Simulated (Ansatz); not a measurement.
# BaMn2Bi2: the cost of one run

Computed with Ansatz 0.2.0 (DFT PBE, scalar-relativistic, plane waves, PAW, unless a step's input says otherwise).

**1. The system as given**

Symmetry: I4/mmm, No. 139, tetragonal system. Conventional cell: a = 4.480 Å, b = 4.480 Å, c = 14.551 Å, α = 90.00°, β = 90.00°, γ = 90.00°. Around Ba (site symmetry 4/mmm) lie 8 Bi at 3.71 Å. Mn (site symmetry -4m2) is surrounded by 4 Bi at 2.81 Å and 4 Mn at 3.17 Å. Bi (site symmetry 4mm) is surrounded by 4 Mn at 2.81 Å.

Coordinates:

```cif
data_structure
_symmetry_space_group_name_H-M 'P 1'
_symmetry_Int_Tables_number 1
_cell_length_a 7.9353
_cell_length_b 7.9353
_cell_length_c 7.9353
_cell_angle_alpha 147.206
_cell_angle_beta 147.206
_cell_angle_gamma 47.059
_cell_volume 146.03
loop_
_atom_site_label
_atom_site_type_symbol
_atom_site_fract_x
_atom_site_fract_y
_atom_site_fract_z
_atom_site_occupancy
Ba1 Ba 0.00000 0.00000 0.00000 1
Mn1 Mn 0.25000 0.75000 0.50000 1
Mn2 Mn 0.75000 0.25000 0.50000 1
Bi1 Bi 0.36666 0.36666 0.00000 1
Bi2 Bi 0.63334 0.63334 0.00000 1
```

Starting moments: Mn 4.28, -4.28 μB.

**2. A single point with the electronic structure**

input.yaml

```yaml
crystal:
  lattice:
    - [-2.2400658694, 2.2400658694, 7.2754999242]
    - [2.2400658694, -2.2400658694, 7.2754999242]
    - [2.2400658694, 2.2400658694, -7.2754999242]
  atoms:
    - { symbol: Ba, position: [0.0, 0.0, 0.0] }
    - { symbol: Mn, position: [0.25, 0.75, 0.5], spin: 4.28 }
    - { symbol: Mn, position: [0.75, 0.25, 0.5], spin: -4.28 }
    - { symbol: Bi, position: [0.3666620051, 0.3666620051, 0.0] }
    - { symbol: Bi, position: [0.6333379949, 0.6333379949, 0.0] }
basis:
  ecutwfc: 420
  ecutrho_ratio: 4
kpoints:
  mp_grid: { grid: [12, 12, 12] }
  band_path:
    path:
      - [[0.0, 0.0, 0.0], [0.0, 0.0, 0.5], [0.25, 0.25, 0.25], [0.0, 0.5, 0.0], [0.0, 0.0, 0.0], [0.5, 0.5, -0.5], [0.27369932, 0.72630068, -0.27369932]]
      - [[-0.27369932, 0.27369932, 0.27369932], [0.0, 0.0, 0.0]]
      - [[0.0, 0.0, 0.5], [-0.04739864, 0.04739864, 0.5]]
      - [[0.5, 0.5, -0.04739864], [0.5, 0.5, -0.5]]
    npoints: 14
hamiltonian:
  xc: pbe
scf:
  occupations: { method: gaussian, width: 0.05 }
  lower_state_search: "off"
  n_extra_bands: 31
output:
  forces: true
  stress: true
  eigenvalues: true
  populations: true
  dos: { projected: true, de: 0.02, nscf_kmesh: { grid: [18, 18, 18] } }
  bader: true
magnetization:
  spin_polarized: true
checkpoint:
  read: start.run
  write: ck
  compress: false
  write_wavefunctions: false
  write_every: 100000
```

start.run is the folder with the converged state of an earlier run on this cell.

On the command line:

```sh
$ ansatz run input.yaml --threads 4 --pin off --max-ram 10240MiB --backend cpu --events-out ev --progress --plain --runs-dir out
```

What time and memory should one allow on 4 threads of Intel Xeon Platinum 8488C (Sapphire Rapids), shared host?

About 4.5 min, with a peak of 4.6 GiB.
